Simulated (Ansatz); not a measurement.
# H5InO4Si: from a rough start to a stationary point

Aim: relax H5InO4Si from a cheap starting geometry, check the end point by its vibrations and derive ideal-gas thermochemistry, and look at its orbitals and charge.

Computed with Ansatz 0.2.0, Gaussian basis. Level: RKS PBE0-D4/def2-TZVP.

The runs, in order: relaxation at PBE0-D4/def2-TZVP; harmonic vibrations at the same level; a single point in def2-TZVPP for the fields.

### Step 1. Where the work starts

11 atoms, charge 0, spin multiplicity 1.

Atoms are counted from 1 here; the program's logs count them from 0.

Bond lengths: O1–Si2 1.694 Å, O1–H7 0.959 Å, Si2–O3 1.623 Å, Si2–O4 1.618 Å, Si2–O5 1.588 Å, O3–H8 0.954 Å, O4–H9 0.952 Å, O5–In6 2.077 Å, In6–H10 1.683 Å, In6–H11 1.681 Å. Angles: Si2–O1–H7 114.3°, O1–Si2–O3 110.1°, O1–Si2–O4 101.9°, O1–Si2–O5 101.7°, O3–Si2–O4 107.4°, O3–Si2–O5 115.1°, O4–Si2–O5 119.5°, Si2–O3–H8 117.5°, Si2–O4–H9 117.3°, Si2–O5–In6 101.1°, O5–In6–H10 110.8°, O5–In6–H11 113.1°, H10–In6–H11 134.6°.

The start is a GFN2-xTB geometry. In takes the def2 core potential; no spin-orbit term is included.

### Step 2. Optimising with PBE0-D4/def2-TZVP

Contents of in.yaml:

```yaml
crystal:
  periodic: [false, false, false]
  atoms:
    - {symbol: O, position_ang: [0.011440, -0.900460, -0.799590]}
    - {symbol: Si, position_ang: [-0.221360, -0.172490, 0.712550]}
    - {symbol: O, position_ang: [0.639300, -0.953860, 1.845830]}
    - {symbol: O, position_ang: [-1.784210, -0.481770, 0.994360]}
    - {symbol: O, position_ang: [0.241350, 1.319020, 0.425140]}
    - {symbol: In, position_ang: [0.588310, 1.241210, -1.621080]}
    - {symbol: H, position_ang: [-0.405330, -1.759480, -0.891850]}
    - {symbol: H, position_ang: [1.559500, -0.721540, 1.938810]}
    - {symbol: H, position_ang: [-2.112300, -0.311250, 1.871710]}
    - {symbol: H, position_ang: [2.226610, 1.030740, -1.941610]}
    - {symbol: H, position_ang: [-0.743310, 1.709880, -2.534280]}
basis:
  gaussian: {orbitals: def2-TZVP}
hamiltonian: {xc: pbe0, dispersion: d4}
relax: {f_tol: 0.005, max_steps: 150}
```

Started as:

```console
$ ansatz run in.yaml --threads 4 --pin off --events-out ev --progress --plain --max-ram 11315MiB
```

After this run come: Harmonic vibrations; Orbitals, density and potential.

Before running them: what should the planned runs give, taken together? Wanted: point group; shift from the start; total energy; dispersion term; dipole moment; lowest, highest wavenumber; zero-point energy; HOMO, LUMO.

The runs gave:

| quantity | value |
| --- | --- |
| point group | C1 |
| steps | 15 |
| shift from the start (rms) | 0.131 Å |
| total energy | -21319.2641 eV |
| dispersion term | -241 meV |
| dipole moment | 1.26 D |
| lowest, highest wavenumber | 69, 3934 cm⁻¹ |
| zero-point energy | 38.3 kcal/mol |
| entropy at 298.15 K | 396.8 J/(mol K) |
| HOMO, LUMO | -7.96, -0.84 eV |

The atoms moved 0.13 Å (rms) from the start; the bond that changed most is In6–H11, from 1.681 to 1.707 Å. No mode is imaginary: a true minimum at this level. The stiffest mode, 3934 cm⁻¹, is an O–H stretch, and 3 modes under 200 cm⁻¹ make the vibrational entropy uncertain. Harmonic hybrid wavenumbers usually lie a few per cent above measured fundamentals. The largest Mulliken charge, +0.72 e, sits on Si2. The HOMO lies mostly on O5 40 %; H10, H11 about 23 % each and the LUMO on In6 35 %; H10, H11 about 19 % each.
